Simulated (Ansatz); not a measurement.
# CH2ISi+ (SMILES [SiH+]=CI): functionals against CCSD(T) at one geometry

A test off equilibrium: a frame of a short trajectory is computed at several levels, and each is set against CCSD(T).

Computed with Ansatz 0.2.0, Gaussian basis. Level: single points in def2-TZVPP.

Correlated methods freeze the cores. Filled d shells of the heavier atoms are correlated. Core potentials replace the inner electrons past krypton, and spin-orbit coupling is left out.

2 further runs of the same task are left out: 2 that didn't finish.

## (1) Starting geometry

SMILES `[SiH+]=CI`, 5 atoms, charge 1, spin multiplicity 1.

Atoms are counted from 1 here; the program's logs count them from 0.

Bond lengths: Si1–C2 1.750 Å, Si1–H4 1.531 Å, C2–I3 2.141 Å, C2–H5 1.087 Å. Angles: C2–Si1–H4 176.3°, Si1–C2–I3 121.6°, Si1–C2–H5 123.0°, I3–C2–H5 112.3°.

Geometry (Å):

```xyz
5
charge 1, multiplicity 1
Si   -0.9350    0.3985   -0.4971
C     0.3104   -0.3087    0.5090
I     2.3373   -0.4719   -0.1613
H    -2.0042    0.9495   -1.4447
H     0.2255   -0.3851    1.5896
```

## (2) PBE-D4/def2-TZVPP

run/in.yaml

```yaml
crystal:
  periodic: [false, false, false]
  atoms:
    - {symbol: Si, position_ang: [-0.934955, 0.398526, -0.497066]}
    - {symbol: C, position_ang: [0.310385, -0.308748, 0.508990]}
    - {symbol: I, position_ang: [2.337340, -0.471923, -0.161280]}
    - {symbol: H, position_ang: [-2.004165, 0.949538, -1.444700]}
    - {symbol: H, position_ang: [0.225546, -0.385095, 1.589599]}
basis:
  gaussian: {orbitals: def2-TZVPP}
total_charge: 1
hamiltonian: {xc: pbe, dispersion: d4}
output: {forces: true}
```

On the command line:

```
$ ansatz run in.yaml --threads 2 --pin off --events-out ev --progress --plain --max-ram 3481MiB
```

## (3) r2SCAN-D4/def2-TZVPP

Changes to run/in.yaml since step 2:

```diff
@@ -11,3 +11,3 @@
 total_charge: 1
-hamiltonian: {xc: pbe, dispersion: d4}
+hamiltonian: {xc: r2scan, dispersion: d4}
 output: {forces: true}
```

## (4) PBE0-D4/def2-TZVPP

Changes to run/in.yaml since step 3:

```diff
@@ -11,3 +11,3 @@
 total_charge: 1
-hamiltonian: {xc: r2scan, dispersion: d4}
-output: {forces: true}
+hamiltonian: {xc: pbe0, dispersion: d4}
+output: {forces: true, orbitals: {seedname: orbitals}}
```

## (5) wB97M-V/def2-TZVPP

Changes to run/in.yaml since step 4:

```diff
@@ -11,3 +11,3 @@
 total_charge: 1
-hamiltonian: {xc: pbe0, dispersion: d4}
-output: {forces: true, orbitals: {seedname: orbitals}}
+hamiltonian: {xc: {name: wB97M-V}}
+output: {forces: true}
```

## (6) CCSD(T)/def2-TZVPP

Changes to run/in.yaml since step 5:

```diff
@@ -11,3 +11,3 @@
 total_charge: 1
-hamiltonian: {xc: {name: wB97M-V}}
+correlation: {method: ccsd_t}
 output: {forces: true}
```

(Steps that only read results are left out.)

**Question.** What will these runs give? Wanted: energy less free atoms, CCSD(T)/def2-TZVPP; RMS force component; RMS force error; HOMO and LUMO, PBE0-D4; T1 diagnostic.

**Answer**, as computed:

```
                                  quantity                                                             value
energy less free atoms, CCSD(T)/def2-TZVPP                                                     -473.5 kJ/mol
                       RMS force component                              0.533 to 0.802 eV/Å over the methods
                           RMS force error  PBE-D4 0.141, r2SCAN-D4 0.150, PBE0-D4 0.245, wB97M-V 0.334 eV/Å
                    HOMO and LUMO, PBE0-D4                                               -11.80 and -9.26 eV
                             T1 diagnostic                                                             0.016
```

In words: Against CCSD(T) the functionals' energies less atoms differ by -103.7 to -27.2 kJ/mol, PBE-D4 by -103.7 kJ/mol. A larger basis would deepen the CCSD(T) value, while the functionals are nearly converged already, so the order here is not reliable. The forces of PBE-D4 come nearest to CCSD(T), those of wB97M-V are farthest. Frozen-core CCSD(T) forces in triple zeta carry basis errors of their own, and this is one geometry, so small gaps rank nothing. The restricted Hartree–Fock reference is unstable towards an unrestricted one at one or more of these structures.
